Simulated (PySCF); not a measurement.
# H7NP2Si: the cost of one run

The runs use PySCF 2.14.0, with density-fitted response routines of our own; the level of theory stands in each step. All values are computed, except where a source is named. Atoms are numbered from 0 throughout.

### 1 The molecule as given

11 atoms, charge 0, multiplicity 1; geometry from: GFN2-xTB. The atoms were then displaced at random by about 0.01 Å, so the start is not that level's minimum.

Bonds of the start (Å): N0–Si1 1.74, Si1–P2 2.24, Si1–P3 2.25, N0–H4 1.02, N0–H5 0.97, Si1–H6 1.47, P2–H7 1.38, P2–H8 1.40, P3–H9 1.42, P3–H10 1.38.

### 2 Optimising the geometry at PBE0-D3(BJ)/def2-SVP

What the job is given:

```
{"job": {"xc": "PBE0", "basis": "def2-SVP", "d3": "d3bj", "grid": 1, "shake": 0.01, "kind": "geom"}, "charge": 0, "multiplicity": 1}
N     -0.395990    -1.353940     0.858430
Si    -0.076540    -0.275770    -0.464910
P      2.152650    -0.088740    -0.403840
P     -1.188190     1.656950    -0.201900
H     -1.373320    -1.532360     1.099170
H      0.167440    -2.125740     1.014140
H     -0.440720    -0.774240    -1.799180
H      2.279330     0.495070    -1.652310
H      2.192810     1.151320     0.251020
H     -2.400010     1.005600     0.145440
H     -0.879360     1.816030     1.138280
```

Run with:

```
$ OMP_NUM_THREADS=1 python probes_run.py task.json out
```

This one command runs all jobs of the session in turn.

Q: Estimate the wall time and peak memory of this first job on 1 thread of Arm Neoverse N1, shared host.

About 59 s, with a peak of 0.44 GiB.
